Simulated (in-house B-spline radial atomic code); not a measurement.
# Rb³⁺: a test of the convergence tolerance

How far can the convergence tolerance be changed before the Rb³⁺ run goes wrong?

Program: in-house B-spline radial atomic code version 1. Level of theory: non-relativistic M06-L, spin-polarised, spherical fractional occupations, point nucleus, basis-set limit. These are calculated values, not measurements, unless marked.

## (1) The atom as given

| Quantity | Value |
| --- | --- |
| element | rubidium (Z = 37) |
| charge | +3 |
| electrons | 34 |
| configuration | [Ar] 3d10 4s2 4p4 |
| Hamiltonian | non-relativistic |
| nucleus | point |

Outer shells as boxes (Hund's rule):

[Ar] 3d10 4s2 4p4
```
[Ar] core
3d [↑↓][↑↓][↑↓][↑↓][↑↓]
4s [↑↓]
4p [↑↓][↑ ][↑ ]
```

Where spins are not typed, each open shell is filled with up spins first.

A run counts as converged when the orbital gradient is under the tolerance times 37 hartree (or under the basis's noise floor) and the energy moved by less than 1e-8 hartree times the root of its size. Energy differences under 9e-06 hartree are noise.

## (2) Reference run with standard settings

The run's settings:

```ini
Z = 37
electrons = 34.0
configuration = [Ar] 3d10 4s2 4p4
hamiltonian = nr
method = m06l
spin_polarised = True
knot_spacing = 0.22
spline_order = 8
gauss_points = 12
box_radius = 16.22
max_iterations = 70
damping = 0.5
damped_steps = 3
diis_vectors = 10
tolerance = 1e-08
start = Thomas-Fermi
```

Command:

```bash
python run_scf.py task.json out
```

task.json lists these runs, among others, and the program works through them in turn.

## (3) Convergence tolerance 0.01

Settings: those of step 2 with these lines changed.

```diff
@@ -14,3 +14,3 @@
 diis_vectors = 10
-tolerance = 1e-08
+tolerance = 0.01
 start = Thomas-Fermi
```

## (4) Convergence tolerance 0.001

Settings: those of step 3 with these lines changed.

```diff
@@ -14,3 +14,3 @@
 diis_vectors = 10
-tolerance = 0.01
+tolerance = 0.001
 start = Thomas-Fermi
```

## (5) Convergence tolerance 0.0001

Settings: those of step 4 with these lines changed.

```diff
@@ -14,3 +14,3 @@
 diis_vectors = 10
-tolerance = 0.001
+tolerance = 0.0001
 start = Thomas-Fermi
```

## (6) Convergence tolerance 1e-05

Settings: those of step 5 with these lines changed.

```diff
@@ -14,3 +14,3 @@
 diis_vectors = 10
-tolerance = 0.0001
+tolerance = 1e-05
 start = Thomas-Fermi
```

## (7) Convergence tolerance 1e-06

Settings: those of step 6 with these lines changed.

```diff
@@ -14,3 +14,3 @@
 diis_vectors = 10
-tolerance = 1e-05
+tolerance = 1e-06
 start = Thomas-Fermi
```

## (8) Convergence tolerance 1e-10

Settings: those of step 7 with these lines changed.

```diff
@@ -14,3 +14,3 @@
 diis_vectors = 10
-tolerance = 1e-06
+tolerance = 1e-10
 start = Thomas-Fermi
```

## (9) Convergence tolerance 1e-13

Settings: those of step 8 with these lines changed.

```diff
@@ -14,3 +14,3 @@
 diis_vectors = 10
-tolerance = 1e-10
+tolerance = 1e-13
 start = Thomas-Fermi
```

Before running: Which of these runs converge to the reference energy, which miss it and by about how much, and which fail?

**Answer**, as computed:

| run | outcome | iterations | energy less the reference (hartree) |
| --- | --- | --- | --- |
| reference | converged | 10 | 0 |
| convergence tolerance 0.01 | converged | 7 | below noise |
| convergence tolerance 0.001 | converged | 7 | below noise |
| convergence tolerance 0.0001 | converged | 7 | below noise |
| convergence tolerance 1e-05 | converged | 7 | below noise |
| convergence tolerance 1e-06 | converged | 7 | below noise |
| convergence tolerance 1e-10 | converged | 10 | below noise |
| convergence tolerance 1e-13 | converged | 10 | below noise |

**Reading.** Of 7 changed inputs, 7 gave the reference energy within 1e-05 hartree. No value tried here spoils the result.
